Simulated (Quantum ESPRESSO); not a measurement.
# MnPt2 in Quantum ESPRESSO: the effect of target pressure

MnPt2:

```
Pt Mn
1.0
     2.85840    0.00000    0.00000
    -1.42920    2.47545    0.00000
     0.00000    0.00000    6.53250
Pt Mn
2 1
Direct
  0.66667 0.33333 0.31621
  0.33333 0.66667 0.68379
  0.00000 0.00000 0.00000
```

The cell comes from a database or a generator and needn't be the stable form of this composition.

Alike in all runs:

```yaml
Program: Quantum ESPRESSO 7.5
Task: relaxation of cell and atoms
Functional: PBEsol
Potentials_or_basis: GBRV 1.5 PBEsol
Cutoff: 707 eV
Density_cutoff: 5633 eV
k_mesh: 6 × 6 × 2
Occupations: fermi-dirac, width 0.05 eV
Spin: collinear spin, ferromagnetic start
Starting_moments: "[0.0, 0.0, 4.0] μB"
```

Each run relaxes the cell or the atoms first.

```tsv
target pressure	relaxed volume (Å³/atom)	moment (μB)
0 GPa	14.58	4.40
2 GPa	14.37	4.17
5 GPa	14.11	3.91
10 GPa	13.76	3.61
20 GPa	?	?
30 GPa	12.78	2.82
```

Problem. What does the run with target pressure 20 GPa give?

Solution. Relaxed volume 13.12 Å³/atom; moment 2.86 μB.

Worked out: In Murnaghan's law V^(-B') rises as a straight line in P. The other rows fit best with B' = 6.9, V0 = 14.57 Å³/atom and B0 = 140 GPa, which gives 13.20 Å³/atom at 20 GPa, against the run's 13.12. A parabola through the other rows of the moment, of slope -0.0381 μB per GPa there, gives 3.07 μB, against the run's 2.86. The fit is too stiff a form for this range.

Caveats: all runs use coarse meshes; the volume moved by over 15 % at a fixed basis, so the end points are rough (some runs).
